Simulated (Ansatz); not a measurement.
# AlH₉N₂Si₂: one species, many methods

Aim: compute AlH₉N₂Si₂ with functionals from several rungs and with coupled cluster, and see how far each lands from CCSD(T) at the basis-set limit for the atomisation energy.

Computed with Ansatz 0.2.0, Gaussian basis. Level: functionals in def2-TZVPP, the program's frozen cores in correlated methods.

Plan: LDA (SPW92), PBE-D4, revPBE-D4, BLYP-D4, r2SCAN-D4, B97M-V, PBE0-D4, B3LYP-D4, r2SCANh-D4, r2SCAN0-D4, HSE06-D4, BHLYP-D4, CAM-B3LYP-D4, LC-ωPBE, ωB97X-V, ωB97M-V, B2PLYP, PBE-QIDH; CCSD(T)/def2-SVP; CCSD(T)/def2-TZVPP; MP2/def2-QZVPP; extrapolation to the limit; RPA on PBE.

### Step 1. Structure used throughout

An earlier PBE0-D4 in a triple-zeta def2 set relaxation fixed the geometry.

SMILES `[NH2][Al]([NH2])[SiH2][SiH3]`, 14 atoms, charge 0, spin multiplicity 1.

Atoms are counted from 1 here; the program's logs count them from 0.

Bond lengths: N1–Al2 1.769 Å, N1–H6 1.007 Å, N1–H7 1.007 Å, Al2–N3 1.770 Å, Al2–Si4 2.441 Å, N3–H8 1.007 Å, N3–H9 1.007 Å, Si4–Si5 2.338 Å, Si4–H10 1.493 Å, Si4–H11 1.494 Å, Si5–H12 1.489 Å, Si5–H13 1.489 Å, Si5–H14 1.491 Å. Angles: Al2–N1–H6 123.5°, Al2–N1–H7 126.4°, H6–N1–H7 110.1°, N1–Al2–N3 120.5°, N1–Al2–Si4 121.6°, N3–Al2–Si4 117.9°, Al2–N3–H8 126.6°, Al2–N3–H9 123.4°, H8–N3–H9 110.0°, Al2–Si4–Si5 109.5°, Al2–Si4–H10 112.8°, Al2–Si4–H11 111.8°, Si5–Si4–H10 108.4°, Si5–Si4–H11 107.4°, H10–Si4–H11 106.8°, Si4–Si5–H12 113.2°, Si4–Si5–H13 110.1°, Si4–Si5–H14 109.4° and more.

### Step 2. LDA

This LDA is Slater exchange with PW92 correlation.

in.yaml reads:

```yaml
crystal:
  periodic: [false, false, false]
  atoms:
    - {symbol: N, position_ang: [-1.204156, 2.540580, 0.690263]}
    - {symbol: Al, position_ang: [-0.741719, 0.833704, 0.635667]}
    - {symbol: N, position_ang: [-0.674331, -0.126368, 2.120966]}
    - {symbol: Si, position_ang: [-0.133258, -0.258802, -1.460555]}
    - {symbol: Si, position_ang: [1.634882, -1.740886, -1.082268]}
    - {symbol: H, position_ang: [-1.256824, 3.128053, -0.125502]}
    - {symbol: H, position_ang: [-1.453892, 3.066029, 1.512162]}
    - {symbol: H, position_ang: [-0.902138, 0.188050, 3.050027]}
    - {symbol: H, position_ang: [-0.398287, -1.094509, 2.142553]}
    - {symbol: H, position_ang: [0.281771, 0.710206, -2.517738]}
    - {symbol: H, position_ang: [-1.268394, -1.051130, -2.021714]}
    - {symbol: H, position_ang: [2.018899, -2.517324, -2.292984]}
    - {symbol: H, position_ang: [2.833538, -0.996895, -0.605488]}
    - {symbol: H, position_ang: [1.250911, -2.709908, -0.016689]}
basis:
  gaussian: {orbitals: def2-TZVPP}
hamiltonian: {xc: lda}
output: {orbitals: {seedname: orbitals}}
```

The runs that follow: PBE-D4 (GGA); revPBE-D4 (GGA); BLYP-D4 (GGA); r2SCAN-D4 (meta-GGA); B97M-V (meta-GGA); PBE0-D4 (hybrid); B3LYP-D4 (hybrid); r2SCANh-D4 (hybrid); r2SCAN0-D4 (hybrid); HSE06-D4 (hybrid); BHLYP-D4 (hybrid); CAM-B3LYP-D4 (range-separated); LC-ωPBE (range-separated); ωB97X-V (range-separated); ωB97M-V (range-separated); B2PLYP (double hybrid); PBE-QIDH (double hybrid); CCSD(T) in def2-SVP; CCSD(T) in def2-TZVPP; MP2 in def2-QZVPP; RPA on PBE orbitals.

Q: Predict the results of all the runs planned. Wanted: atomisation energy, CCSD(T)/CBS; farthest beyond LDA; mean size of error, GGA; mean size of error, meta-GGA; mean size of error, hybrid; mean size of error, range-separated; mean size of error, double hybrid; gap, smallest and largest; T1 diagnostic.

The runs gave:

| quantity | value |
| --- | --- |
| atomisation energy, CCSD(T)/CBS | 1055.1 kcal/mol |
| functionals within 5.3 kcal/mol (0.5 %) | PBE-D4, B97M-V, B3LYP-D4, CAM-B3LYP-D4, ωB97M-V |
| farthest beyond LDA | BHLYP-D4 (-21.9 kcal/mol) |
| mean size of error, GGA | 9.5 kcal/mol |
| mean size of error, meta-GGA | 4.0 kcal/mol |
| mean size of error, hybrid | 12.7 kcal/mol |
| mean size of error, range-separated | 5.8 kcal/mol |
| mean size of error, double hybrid | 18.5 kcal/mol |
| gap, smallest and largest | 4.43 eV (PBE-D4), 11.42 eV (LC-ωPBE) |
| T1 diagnostic | 0.0125 |
| triples share of the correlation energy | 3.6 % |

**Reading.** LDA overbinds by 121.2 kcal/mol (11 %). PBE-D4 misses by -0.9 kcal/mol. Double hybrids carry the basis error of their MP2 part in triple zeta, and no dispersion term here, so their miss is partly the set-up's. By mean error the best rung here is meta-GGA (4.0 kcal/mol) and the worst beyond LDA is double hybrid (18.5 kcal/mol). The gap between the best rungs is small, so their order is not settled. Misses under about 5.3 kcal/mol are within the doubt on the reference itself, which lacks core-valence correlation, relativity and higher excitations. Hartree-Fock recovers 71 % of the binding; the rest is correlation. CCSD(T) in def2-SVP is off by -83.9 kcal/mol, more than most functionals: a good method in a small basis is no reference. Orbital gaps span 4.4 to 11.4 eV; exact exchange widens them.
